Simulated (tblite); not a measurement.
# SiHI3 (triiodosilane): GFN1-xTB

Aim: the electronic atomisation energy of SiHI3 (triiodosilane) at GFN1-xTB, from 4 runs. 

Program for the calculation: tblite 0.8.0.

17 further runs of the same task are left out: 17 set aside as unsound or not needed.

### 1 Starting point

SiHI3: 5 atoms, total charge 0, spin state singlet. SMILES: `I[SiH](I)I`. Geometry: optimised at GFN1-xTB.

Bond lengths: I1–Si2 2.459 Å, Si2–I3 2.459 Å, Si2–I4 2.459 Å, Si2–H5 1.454 Å. Angles: I1–Si2–I3 112.1°, I1–Si2–I4 112.1°, I3–Si2–I4 112.1°, I1–Si2–H5 106.7°, I3–Si2–H5 106.7°, I4–Si2–H5 106.7°.

### 2 The harmonic vibrations at GFN1-xTB

molecule.xyz

```xyz
5
start geometry
I     -1.445547    -0.030212     1.945478
Si     0.046334     0.125805    -0.003183
I      2.005325    -1.344965     0.213074
I     -1.154670    -0.240350    -2.117615
H      0.548559     1.489723    -0.037755
```

xtb_job.py

```python
import json
import numpy as np
from tblite.interface import Calculator
from tblite.interface import symbols_to_numbers
from ase.data import atomic_masses

symbols = list(map(str, np.loadtxt("molecule.xyz", skiprows=2, usecols=0, dtype=str, ndmin=1)))
numbers = np.array(symbols_to_numbers(symbols))
positions = np.loadtxt("molecule.xyz", skiprows=2, usecols=(1, 2, 3), ndmin=2) / 0.52917721

xtb = Calculator("GFN1-xTB", numbers, positions, charge=0, uhf=0)
xtb.set("verbosity", 0)
xtb.set("accuracy", 0.01)
sp = xtb.singlepoint()
h = 0.005  # bohr
n = positions.size
H, D = np.zeros((n, n)), np.zeros((n, 3))
for a in range(n):
    g, d = [], []
    for sign in (1, -1):
        x = positions.ravel().copy()
        x[a] += sign * h
        xtb.update(x.reshape(-1, 3))
        y = xtb.singlepoint()
        g.append(y.get('gradient').ravel())
        d.append(y.get('dipole'))
    H[a], D[a] = (g[0] - g[1]) / (2 * h), (d[0] - d[1]) / (2 * h)
mass = np.repeat(atomic_masses[numbers], 3)
H = (H + H.T) / 2 / np.sqrt(np.outer(mass, mass))
# project out translations and rotations
com = positions - atomic_masses[numbers] @ positions / atomic_masses[numbers].sum()
T = [np.tile(v, len(numbers)) for v in np.eye(3)] + [np.cross(com, v).ravel() for v in np.eye(3)]
U, sv, _ = np.linalg.svd((np.array(T) * np.sqrt(mass)).T)
Q = U[:, (sv > 1e-3 * sv.max()).sum():]
w, V = np.linalg.eigh(Q.T @ H @ Q)
freq = np.sign(w) * np.sqrt(np.abs(w)) * 5140.487
inten = (((Q @ V).T / np.sqrt(mass)) @ D) ** 2
inten = inten.sum(axis=1) * 974.88
print(f"E = {sp.get('energy'):.8f} Eh, max gradient {np.abs(sp.get('gradient')).max():.2e} Eh/bohr")
print("mode   frequency/cm^-1   IR/(km/mol)")
for i, (v, s) in enumerate(zip(freq, inten), 1):
    print(f"{i:4d} {v:14.2f} {s:14.3f}")
zpe = freq[freq > 0].sum() / 2 / 219474.63
print(f"imaginary modes: {(freq < -10).sum()}, zero-point energy {zpe:.6f} Eh = {zpe * 627.5095:.4f} kcal/mol")
out = {k: np.asarray(sp.get(k)).tolist() for k in ("energy", "gradient", "charges", "dipole", "orbital-energies", "orbital-occupations")}
out.update(symbols=symbols, positions=(positions * 0.529177210903).tolist(), frequencies=freq.tolist(), intensities=inten.tolist(), zpe=zpe)
json.dump(out, open("results.json", "w"))
```

Run with:

```
$ python xtb_job.py
```

The log of the run:

```text
E = -14.41477654 Eh, max gradient 1.11e-05 Eh/bohr
mode   frequency/cm^-1   IR/(km/mol)
   1          80.61          0.986
   2          80.61          0.986
   3         134.85          5.225
   4         325.86         25.238
   5         505.67        110.406
   6         505.72        110.406
   7         760.91        303.326
   8         760.95        303.324
   9        2157.58        290.152
imaginary modes: 0, zero-point energy 0.012103 Eh = 7.5950 kcal/mol
```

It took 0.84 s on 1 thread of Intel Xeon at 2.50GHz (Skylake/Cascade Lake), shared host.

### 3 The H atom: a single-point energy at GFN1-xTB

job.py

```python
"""GFN1-xTB single point"""
import json
import numpy as np
from tblite.interface import Calculator

symbols = ["H"]
numbers = np.array([1])
positions = np.array([
    [0.000000, 0.000000, 0.000000],
]) / 0.529177210903

calc = Calculator("GFN1-xTB", numbers, positions, charge=0, uhf=1)
calc.set("verbosity", 0)
calc.set("accuracy", 0.1)
calc.add("spin-polarization", 1.0)
res = calc.singlepoint()

print(f"total energy: {res.get('energy') * 27.211386:.8f} eV")
eps = np.atleast_2d(res.get("orbital-energies")) * 27.211386
occ = np.atleast_2d(res.get("orbital-occupations"))
filled = occ.sum(axis=0) if eps.shape[0] == 1 else occ[0]
homo = np.nonzero(filled > 0.5)[0].max()
print(f"HOMO {eps[0, homo]:.4f} eV")
if homo + 1 < eps.shape[1]:
    print(f"LUMO {eps[0, homo + 1]:.4f} eV, gap {eps[0, homo + 1] - eps[0, homo]:.4f} eV")
mu = res.get("dipole") * 2.541746
print(f"Dipole moment: {np.linalg.norm(mu):.4f} D, components " + " ".join(f"{c:.4f}" for c in mu))
q = res.get("charges")
print("Charges:", " ".join(f"{s}{i + 1}={c:+.4f}" for i, (s, c) in enumerate(zip(symbols, q))))
out = {k: np.asarray(res.get(k)).tolist() for k in ("energy", "gradient", "charges", "dipole", "orbital-energies", "orbital-occupations")}
out.update(symbols=symbols, positions=(positions * 0.529177210903).tolist())
json.dump(out, open("results.json", "w"))
```

Run the same way, it converges to -0.43724 Eh (log not shown).

### 4 The I atom: the energy at GFN1-xTB

start.xyz

```xyz
1

I      0.000000     0.000000     0.000000
```

job.py

```python
# GFN1-xTB single point with ASE
import json
import numpy as np
from ase.io import read
from tblite.ase import TBLite
from ase.units import kJ, mol as mol_
from ase.units import Debye

atoms = read("start.xyz")
start = atoms.get_positions()

atoms.calc = TBLite(
    method="GFN1-xTB",
    multiplicity=2,
    accuracy=0.1,
    spin_polarization=1.0,
    verbosity=0,
)
print(f"Energy: {atoms.get_potential_energy() / (kJ / mol_):.6f} kJ/mol")
print(f"Dipole: {np.linalg.norm(atoms.get_dipole_moment()) / Debye:.4f} D")
print("Charges:", np.round(atoms.get_charges(), 4))
json.dump(dict(energy=atoms.get_potential_energy(), forces=atoms.get_forces().tolist(), dipole=atoms.get_dipole_moment().tolist(), charges=atoms.get_charges().tolist(),
               symbols=atoms.get_chemical_symbols(), start=start.tolist(), final=atoms.positions.tolist()), open("results.json", "w"))
```

Run with:

```
$ python job.py
```

The log of the run:

```text
Energy: -10217.118131 kJ/mol
Dipole: 0.0000 D
Charges: [-0.]
```

Run time: 1.7 s. Hardware: 1 thread of Intel Xeon at 2.50GHz (Skylake/Cascade Lake), shared host; peak memory 0.09 GiB.

### 5 The Si atom: the energy at GFN1-xTB

run.py

```python
import json
import numpy as np
from tblite.interface import Calculator
from tblite.interface import symbols_to_numbers

geometry = """
Si     0.000000     0.000000     0.000000
"""
lines = [l.split() for l in geometry.strip().splitlines()]
symbols = [l[0] for l in lines]
numbers = np.array(symbols_to_numbers(symbols))
positions = np.array([l[1:4] for l in lines], float) / 0.52917721

calc = Calculator("GFN1-xTB", numbers, positions, charge=0, uhf=2)
calc.set("verbosity", 0)
calc.set("accuracy", 0.1)
calc.add("spin-polarization", 1.0)
result = calc.singlepoint()

print(f"E(total): {result.get('energy') * 2625.4996:.8f} kJ/mol")
eps = np.atleast_2d(result.get("orbital-energies")) * 27.211386
occ = np.atleast_2d(result.get("orbital-occupations"))
filled = occ.sum(axis=0) if eps.shape[0] == 1 else occ[0]
homo = np.nonzero(filled > 0.5)[0].max()
print(f"HOMO {eps[0, homo]:.4f} eV")
if homo + 1 < eps.shape[1]:
    print(f"LUMO {eps[0, homo + 1]:.4f} eV, gap {eps[0, homo + 1] - eps[0, homo]:.4f} eV")
mu = result.get("dipole") * 2.541746
print(f"dipole: {np.linalg.norm(mu):.4f} D, components " + " ".join(f"{c:.4f}" for c in mu))
q = result.get("charges")
print("Charges:", " ".join(f"{s}{i + 1}={c:+.4f}" for i, (s, c) in enumerate(zip(symbols, q))))
out = {k: np.asarray(result.get(k)).tolist() for k in ("energy", "gradient", "charges", "dipole", "orbital-energies", "orbital-occupations")}
out.update(symbols=symbols, positions=(positions * 0.529177210903).tolist())
json.dump(out, open("results.json", "w"))
```

Run the same way, it converges to -1.65220 Eh (log not shown).

### 6 Outcome

Level: GFN1-xTB.

```
                                      quantity         value
                        molecule: total energy  -14.41478 Eh
                       molecule: dipole moment        0.06 D
                         molecule: HOMO energy     -10.92 eV
                         molecule: LUMO energy      -5.38 eV
                       molecule: HOMO–LUMO gap       5.53 eV
            molecule: largest force on an atom    0.001 eV/Å
          molecule: lowest harmonic wavenumber       81 cm⁻¹
         molecule: highest harmonic wavenumber     2158 cm⁻¹
                   molecule: zero-point energy   31.8 kJ/mol
                          H atom: total energy   -0.43724 Eh
                         H atom: dipole moment        0.00 D
 H atom: HOMO energy (as the program lists it)     -12.87 eV
              H atom: largest force on an atom    0.000 eV/Å
                          I atom: total energy   -3.89149 Eh
                         I atom: dipole moment        0.00 D
              I atom: largest force on an atom    0.000 eV/Å
                         Si atom: total energy   -1.65220 Eh
                        Si atom: dipole moment        0.00 D
Si atom: HOMO energy (as the program lists it)      -8.34 eV
Si atom: LUMO energy (as the program lists it)      -3.14 eV
             Si atom: largest force on an atom    0.000 eV/Å
                 electronic atomisation energy     17.711 eV
```

What this shows: Taking the molecule apart into free atoms costs 17.71 eV (408 kcal/mol), before zero-point energy and without spin-orbit coupling. Tight-binding and semi-empirical models aren't fitted to free atoms, so this value can be far from the true one. All 9 modes (molecule) are real, so the shape is a minimum at this level. Mulliken charges (molecule) run from -0.08 on H5 to +0.22 on Si2.
